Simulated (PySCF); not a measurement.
# H4Lu (Lu(H)4-): the cost of one run

Program: PySCF 2.14.0. Level of theory: PBE0, Lu def2-SVP with ECP28, H def2-SVP; scalar-relativistic core potentials, no spin–orbit coupling. These are calculated values, not measurements.

1 further run of the same task is left out (for a known fault of the program).

### 1 Starting geometry

5 atoms, charge -1, spin multiplicity 1.

Bond lengths: Lu1–H2 2.125 Å, Lu1–H3 2.125 Å, Lu1–H4 2.125 Å, Lu1–H5 2.125 Å. Angles: H2–Lu1–H3 109.5°, H2–Lu1–H4 109.5°, H2–Lu1–H5 109.5°, H3–Lu1–H4 109.5°, H3–Lu1–H5 109.5°, H4–Lu1–H5 109.5°.

Coordinates:

```xyz
5

Lu    0.0000    0.0000    0.0000
H     1.2269    1.2269    1.2269
H    -1.2269   -1.2269    1.2269
H     1.2269   -1.2269   -1.2269
H    -1.2269    1.2269   -1.2269
```

Formal oxidation states: Lu +3.

### 2 SCF at the start, singlet

run.py (the lines that set the calculation) reads:

```python
mol = gto.M(atom='''
Lu     0.00000     0.00000     0.00000
H      1.22690     1.22690     1.22690
H     -1.22690    -1.22690     1.22690
H      1.22690    -1.22690    -1.22690
H     -1.22690     1.22690    -1.22690''',
    basis={'Lu': 'def2-SVP', 'H': 'def2-SVP'},
    ecp={'Lu': 'def2-SVP'},
    charge=-1, spin=0)
mf = dft.RKS(mol, xc='PBE0')
mf.grids.atom_grid = (50, 194)  # f atoms: unpruned, at least (60, 302)
mf = mf.density_fit()  # fitting sets: Lu def2-universal-JKFIT, H def2-universal-JKFIT
mf.conv_tol = 1e-08; mf.max_cycle = 55
mf.kernel(dm0)  # dm0: free metal ions and neutral atoms
```

On the command line:

```console
$ OMP_NUM_THREADS=2 python run.py
```

Q: Estimate wall time and peak memory on 2 threads of Intel Xeon at 2.50GHz (Skylake/Cascade Lake), shared host.

About 44 s, with a peak of 0.47 GiB.
